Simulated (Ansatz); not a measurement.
**CH₃AlF₂S: up Jacob's ladder to CCSD(T)**

Aim: compute CH₃AlF₂S with functionals from several rungs and with coupled cluster. The yardstick is the atomisation energy at the CCSD(T) limit.

Method: functionals in def2-TZVPP, the program's frozen cores in correlated methods; program: Ansatz 0.2.0, Gaussian basis.

Levels to be run: LDA (SPW92), PBE-D4, revPBE-D4, BLYP-D4, r2SCAN-D4, B97M-V, PBE0-D4, B3LYP-D4, r2SCANh-D4, r2SCAN0-D4, HSE06-D4, BHLYP-D4, CAM-B3LYP-D4, LC-ωPBE, ωB97X-V, ωB97M-V, B2PLYP, PBE-QIDH; CCSD(T)/def2-SVP; CCSD(T)/def2-TZVPP; CCSD(T)/def2-QZVPP; extrapolation to the limit; RPA on PBE.

**1. The relaxed structure**

The geometry comes from an earlier relaxation with PBE0-D4 in a triple-zeta def2 set; it is a stationary point, not always the lowest conformer.

SMILES `C[S][Al]([F])[F]`, 8 atoms, charge 0, spin multiplicity 1.

Atoms are counted from 1 here; the program's logs count them from 0.

Bond lengths: C1–S2 1.828 Å, C1–H6 1.089 Å, C1–H7 1.089 Å, C1–H8 1.088 Å, S2–Al3 2.143 Å, Al3–F4 1.637 Å, Al3–F5 1.642 Å. Angles: S2–C1–H6 108.4°, S2–C1–H7 108.1°, S2–C1–H8 112.1°, H6–C1–H7 109.5°, H6–C1–H8 109.4°, H7–C1–H8 109.3°, C1–S2–Al3 100.8°, S2–Al3–F4 120.9°, S2–Al3–F5 120.3°, F4–Al3–F5 118.8°.

**2. LDA**

This LDA is Slater exchange with PW92 correlation.

in.yaml

```yaml
crystal:
  periodic: [false, false, false]
  atoms:
    - {symbol: C, position_ang: [-0.685181, -0.190984, 1.173474]}
    - {symbol: S, position_ang: [0.485116, -1.211200, 0.207719]}
    - {symbol: Al, position_ang: [0.908146, 0.103348, -1.431667]}
    - {symbol: F, position_ang: [1.930358, -0.347135, -2.628219]}
    - {symbol: F, position_ang: [0.210071, 1.587676, -1.506263]}
    - {symbol: H, position_ang: [-1.638195, -0.714933, 1.221039]}
    - {symbol: H, position_ang: [-0.283000, -0.074990, 2.178411]}
    - {symbol: H, position_ang: [-0.835014, 0.791117, 0.729905]}
basis:
  gaussian: {orbitals: def2-TZVPP}
hamiltonian: {xc: lda}
output: {orbitals: {seedname: orbitals}}
```

Launch:

```bash
$ ansatz run in.yaml --threads 2 --pin off --events-out ev --progress --plain --max-ram 32768MiB --backend cpu
```

Further steps of the session: PBE-D4 (GGA); revPBE-D4 (GGA); BLYP-D4 (GGA); r2SCAN-D4 (meta-GGA); B97M-V (meta-GGA); PBE0-D4 (hybrid); B3LYP-D4 (hybrid); r2SCANh-D4 (hybrid); r2SCAN0-D4 (hybrid); HSE06-D4 (hybrid); BHLYP-D4 (hybrid); CAM-B3LYP-D4 (range-separated); LC-ωPBE (range-separated); ωB97X-V (range-separated); ωB97M-V (range-separated); B2PLYP (double hybrid); PBE-QIDH (double hybrid); CCSD(T) in def2-SVP; CCSD(T) in def2-TZVPP; CCSD(T) in def2-QZVPP; RPA on PBE orbitals.

Before running them: what should the planned runs give, taken together? Wanted: atomisation energy, CCSD(T)/CBS; farthest beyond LDA; mean size of error, GGA; mean size of error, meta-GGA; mean size of error, hybrid; mean size of error, range-separated; mean size of error, double hybrid; gap, smallest and largest; T1 diagnostic.

As calculated:

| quantity | value |
| --- | --- |
| atomisation energy, CCSD(T)/CBS | 32.384 eV |
| functionals within 0.162 eV (0.5 %) | r2SCAN-D4, B97M-V, ωB97M-V |
| farthest beyond LDA | BHLYP-D4 (-1.434 eV) |
| mean size of error, GGA | 0.426 eV |
| mean size of error, meta-GGA | 0.061 eV |
| mean size of error, hybrid | 0.636 eV |
| mean size of error, range-separated | 0.225 eV |
| mean size of error, double hybrid | 0.531 eV |
| gap, smallest and largest | 4.47 eV (LDA (SPW92)), 11.57 eV (LC-ωPBE) |
| T1 diagnostic | 0.0119 |
| triples share of the correlation energy | 3.4 % |

The LDA atomisation energy is off by 4.128 eV (13 %): it overbinds. PBE-D4 is off by +0.214 eV. Double hybrids carry the basis error of their MP2 part in triple zeta, and no dispersion term here, so their miss is partly the set-up's. Taken by rung, meta-GGA functionals do best (0.061 eV on average) and hybrid ones worst beyond LDA (0.636 eV). The mean of the hybrids holds BHLYP, with half exact exchange. Misses under about 0.162 eV are within the doubt on the reference itself, which lacks core-valence correlation, relativity and higher excitations. Hartree-Fock recovers 74 % of the binding; the rest is correlation. CCSD(T) in def2-SVP is off by -2.225 eV, worse than the median functional, from the basis alone. Orbital gaps span 4.5 to 11.6 eV; exact exchange widens them.
